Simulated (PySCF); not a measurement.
# H4RhS4 ([Rh(SH)4]2-): the cost of one run

Computed with PySCF 2.14.0 and routines of our own; the level stands in each step. Atoms count from 0.

### 1 The system as given

9 atoms, charge -2, states of the metal's open shell are computed; geometry from: model start, shaken.

### 2 Relaxing the molecule at PBE0-D3(BJ)/def2-TZVP

The job: settings as JSON, then the geometry in Å.

```
{"job": {"xc": "PBE0", "basis": "def2-TZVP", "d3": "d3bj", "grid": 1, "maxiter": 45, "solvent": "water", "kind": "geom"}, "charge": -2, "metal": "Rh", "open_shell": "d7"}
Rh     0.000020     0.004480    -0.004110
S      2.346640    -0.006820    -0.014870
H      2.610900     1.340100    -0.007380
S     -2.369310     0.007350     0.005350
H     -2.608420    -1.333960    -0.000440
S      0.010430     2.339840    -0.006860
H     -0.028520     2.590660     1.292370
S     -0.003530    -2.379010     0.004070
H      0.002350    -2.612800    -1.357750
```

The run is started by

```
$ OMP_NUM_THREADS=1 python lf_run.py task.json out
```

The driver reads the jobs from task.json and runs them one after another.

Q: Estimate the wall time and peak memory of this first job on 1 thread of Arm Neoverse V1, shared host.

About 18 min, with a peak of 1.4 GiB.
